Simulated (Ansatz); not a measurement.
**SiPb (CsCl type): how the settings move a single-point run**

Aim: see which settings change the result for SiPb (CsCl type), by how much, and at what cost.

Program: Ansatz 0.2.0. Level of theory: reference: DFT, PBEsol, all-electron LAPW, scalar-relativistic. These are calculated values, not measurements.

**1. The starting structure**

Symmetry: Pm-3m, No. 221, cubic system. Conventional cell: a = 2.743 Å, b = 2.743 Å, c = 2.743 Å, α = 90.00°, β = 90.00°, γ = 90.00°. Around Pb (site symmetry m-3m) lie 8 Si at 2.38 Å. Si (site symmetry m-3m) is surrounded by 8 Pb at 2.38 Å.

Structure file:

```cif
data_structure
_symmetry_space_group_name_H-M 'P 1'
_symmetry_Int_Tables_number 1
_cell_length_a 2.7434
_cell_length_b 2.7434
_cell_length_c 2.7434
_cell_angle_alpha 90.000
_cell_angle_beta 90.000
_cell_angle_gamma 90.000
_cell_volume 20.65
loop_
_atom_site_label
_atom_site_type_symbol
_atom_site_fract_x
_atom_site_fract_y
_atom_site_fract_z
_atom_site_occupancy
Pb1 Pb 0.00000 0.00000 0.00000 1
Si1 Si 0.50000 0.50000 0.50000 1
```

**2. Reference**

Contents of input.yaml:

```yaml
crystal:
  lattice:
    - [2.7433912084, 0.0, 0.0]
    - [0.0, 2.7433912084, 0.0]
    - [0.0, 0.0, 2.7433912084]
  atoms:
    - { symbol: Pb, position: [0.0, 0.0, 0.0] }
    - { symbol: Si, position: [0.5, 0.5, 0.5] }
kpoints:
  mp_grid: { grid: [11, 11, 11] }
  band_path:
    path:
      - [0.0, 0.0, 0.0]
      - [0.0, 0.5, 0.0]
      - [0.5, 0.5, 0.0]
      - [0.0, 0.0, 0.0]
      - [0.5, 0.5, 0.5]
      - [0.0, 0.5, 0.0]
      - [0.5, 0.5, 0.5]
      - [0.5, 0.5, 0.0]
    npoints: 8
scf:
  occupations: { method: fermi_dirac, width: 0.08 }
hamiltonian:
  xc: pbesol
  pseudopotentials: { kind: all_electron, lapw: { basis_error: 0.001 } }
output:
  forces: true
  stress: true
  eigenvalues: true
  populations: true
  dos: { projected: true, de: 0.2, e_range: [-14, 8] }
```

Launch:

```bash
> ansatz run input.yaml --threads 1 --pin off --max-ram 2048MiB --backend cpu --events-out ev --progress --plain --runs-dir out
```

**3. Changing settings: n_extra_bands 32, spin_polarized true**

input.yaml: that of step 2 with these lines changed.

```diff
@@ -23,2 +23,3 @@
   occupations: { method: fermi_dirac, width: 0.08 }
+  n_extra_bands: 32
 hamiltonian:
@@ -31,2 +32,3 @@
   populations: true
-  dos: { projected: true, de: 0.2, e_range: [-14, 8] }
+magnetization:
+  spin_polarized: true
```

Q: Predict the outcome of this session. Wanted: for each run, ending; energy change; pressure; gap; force.

The runs gave:

| run | ending | energy change | pressure (GPa) | gap (eV) | force (eV/Å) | cycles | time |
| --- | --- | --- | --- | --- | --- | --- | --- |
| reference | converged | 0 | 306.6 | 0.00 | 0.00 | 9 | 26 s |
| 1: n_extra_bands 32, spin_polarized true | converged | 0.0 meV/atom | 306.6 | 0.00 | 0.00 | 11 | 1.9 min |

Times don't compare one to one where runs were asked for different outputs or read a saved state (see the inputs); cycles may leave out searches for a lower state.

Residual by cycle in the longest SCF loop of each run; runs are numbered as in the table. The quantity is the density residual dr2, in eV.

| cycle | reference | run 1 |
| --- | --- | --- |
| 1 | 0.598 | 0.6 |
| 2 | 0.202 | 0.589 |
| 3 | 0.0865 | 0.33 |
| 4 | 0.0152 | 0.0862 |
| 5 | 5.6e-4 | 0.0143 |
| 6 | 1.0e-4 | 0.00145 |
| 7 | 1.7e-6 | 7.9e-4 |
| 8 | 1.5e-7 | 1.8e-4 |
| 9 | 2.9e-8 | 3.8e-6 |
| 10 | - | 4.9e-7 |
| 11 | - | 3.9e-8 |

**Reading.** With the changed band count and spin polarisation the energy stays within 0.5 meV/atom: no moment was seeded, so none could form, and both runs end non-magnetic. The structure is not at rest: the sound run finds 307 GPa, so these are no properties of the relaxed crystal. 
